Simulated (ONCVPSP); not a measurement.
**Pseudopotential generation for nickel: ONCV, LDA (Perdew-Wang 92)**

Do these settings give a usable potential? It is generated, then checked for transferability, scattering, ghosts and hardness.

Method: ONCVPSP 4.0.1, LDA (Perdew-Wang 92), scalar-relativistic.

## Step 1: The design

Typed settings, in words:

| Property | Result |
| --- | --- |
| element | nickel (Ni, Z = 28) |
| type | optimised norm-conserving Vanderbilt (ONCV) |
| frozen core | [Ar] |
| valence charge | 10 |
| reference configuration | 3d8 4s2 |
| partial waves | 4s: rc 2.20 bohr, ncon 4, nbas 8, qcut 3 1/bohr, 2 projectors, debl 2.5 Ha; p scattering state at 0.17 Ha: rc 1.75 bohr, ncon 4, nbas 7, qcut 4.6 1/bohr, 1 projector; 3d: rc 0.85 bohr, ncon 4, nbas 9, qcut 16.6 1/bohr, 2 projectors, debl 3.2 Ha |
| local potential | polynomial inside 0.65 bohr (lpopt 2, dvloc0 -1 Ha) |
| core correction | not asked for |

The nodes and maxima of the atom's own shells, from an earlier all-electron run, set the scale for the radii.

All-electron outer shells of the reference configuration (LDA (PZ), scalar-relativistic, ld1.x):

```
shell  level (eV)  outermost node (bohr)  outermost maximum (bohr)
   3p      -71.26                   0.27                      0.65
   3d       -9.14                      –                      0.63
   4s       -5.87                   0.92                      2.21
   4p       -1.34                   1.00                      3.14
```

## Step 2: Generating the potential

Ni.dat reads:

```
# ATOM AND REFERENCE CONFIGURATION
# atsym  z   nc   nv     iexc    psfile
  Ni 28.00    5    2  -001012      upf
#
#   n    l    f
    1    0    2.00
    2    0    2.00
    2    1    6.00
    3    0    2.00
    3    1    6.00
    3    2    8.00
    4    0    2.00
#
# PSEUDOPOTENTIAL AND OPTIMIZATION
# lmax
    2
#
#   l,   rc,      ep,       ncon, nbas, qcut
    0    2.20    0.00    4    8    3.00
    1    1.75    0.17    4    7    4.60
    2    0.85    0.00    4    9   16.60
#
# LOCAL POTENTIAL
# lloc, lpopt,  rc(5),   dvloc0
    4    2    0.65   -1.00
#
# VANDERBILT-KLEINMAN-BYLANDER PROJECTORs
# l, nproj, debl
    0    2    2.50
    1    1    2.40
    2    2    3.20
#
# MODEL CORE CHARGE
# icmod, fcfact, rcfact
    0    0.00    0.00
#
# LOG DERIVATIVE ANALYSIS
# epsh1, epsh2, depsh
   -2.00    5.00    0.02
#
# OUTPUT GRID
# rlmax, drl
    6.00    0.01
#
# TEST CONFIGURATIONS
# ncnf
    4
# nvcnf
#   n    l    f
    2
    3    2    8.00
    4    0    1.00
#
    2
    3    2    8.00
    4    0    0.00
#
    2
    3    2    7.00
    4    0    0.00
#
    3
    3    2    8.00
    4    0    0.00
    4    1    2.00
#
```

Run with:

```bash
oncvpsp.x < Ni.dat > Ni.out
```

What does the calculation give? Wanted: cutoffs for 1 and 0.1 mHa per electron, occupied waves; bound ghosts; GHOST(+) flags; largest test error; largest phase difference near zero energy, channels read.

**Answer**, as computed:

```
                                                quantity                           value
  cutoffs for 1 and 0.1 mHa per electron, occupied waves               114 Ha and 128 Ha
                                            bound ghosts  s at -92.13 eV, p at -32.35 eV
                                          GHOST(+) flags              none at low energy
                            largest test error (AE − PS)            +40 meV, for 3d7 4s0
largest phase difference near zero energy, channels read                       0.008 rad
```

**Reading.** A bound ghost (s, p) makes it unfit for use: electrons can fall into a state that the atom doesn't have. By total energies transferability is fair: the largest error is 40 meV on 65.1 eV, for 3d7 4s0. That test lies far up in energy; among those under 40 eV, nearer to bonding, the largest error is 11 meV. By its cutoff, 114 Ha for the looser tolerance, it is very hard. At the looser tolerance the 3d wave is the slowest; 4s needs 5 Ha. Near zero energy the phases of the channels with partial waves agree within 0.008 rad. The pseudo curves have a pole with no partner nearby in the atom's: p at -1.16 Ha. These are tests on the free atom; a crystal test is still owed.
